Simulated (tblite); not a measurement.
# C3H10OSi2: the cost of one run

The runs use tblite 0.8.0 and PySCF 2.14.0, with density-fitted response routines of our own; the level of theory stands in each step. All values are computed, except where a source is named. Atoms count from 0, in the outputs and in this text.

**1. Starting geometry**

16 atoms, charge 0, multiplicity 1; geometry from: force field or distance geometry start.

Bonds of the start (Å): Si0–C1 1.84, C1–C2 1.51, C2–C3 1.54, C3–O4 1.39, O4–Si5 1.72, Si5–C1 1.87, Si0–H6 1.46, Si0–H7 1.48, Si0–H8 1.48, C1–H9 1.12, C2–H10 1.10, C2–H11 1.10, C3–H12 1.14, C3–H13 1.10, Si5–H14 1.47, Si5–H15 1.45.

**2. Geometry optimisation with GFN2-xTB**

Job settings and geometry (Å):

```
{"job": {"kind": "relax", "xc": "GFN2-xTB", "basis": "xTB"}, "charge": 0, "multiplicity": 1}
Si     2.097100    -0.433000     0.261500
C      0.296800    -0.095600     0.464600
C     -0.602200    -0.959700    -0.395600
C     -1.926100    -0.224800    -0.131000
O     -1.821500     1.027600    -0.723300
Si    -0.262000     1.559100    -0.213400
H      2.423200    -1.376900    -0.799600
H      2.596200    -1.017700     1.528400
H      2.861600     0.819900     0.085700
H     -0.094200    -0.205500     1.504600
H     -0.375800    -0.790100    -1.460500
H     -0.635800    -2.012800    -0.091500
H     -1.922700    -0.031200     0.988900
H     -2.800600    -0.799000    -0.454400
H     -0.327800     2.599300     0.816300
H      0.486100     1.949500    -1.392100
```

The run is started by

```sh
$ OMP_NUM_THREADS=1 python probes_run.py task.json out
```

This one command runs all jobs of the session in turn.

Q: Estimate the wall time of this first job on 1 thread of Arm Neoverse N1, shared host.

About 1.1 s.
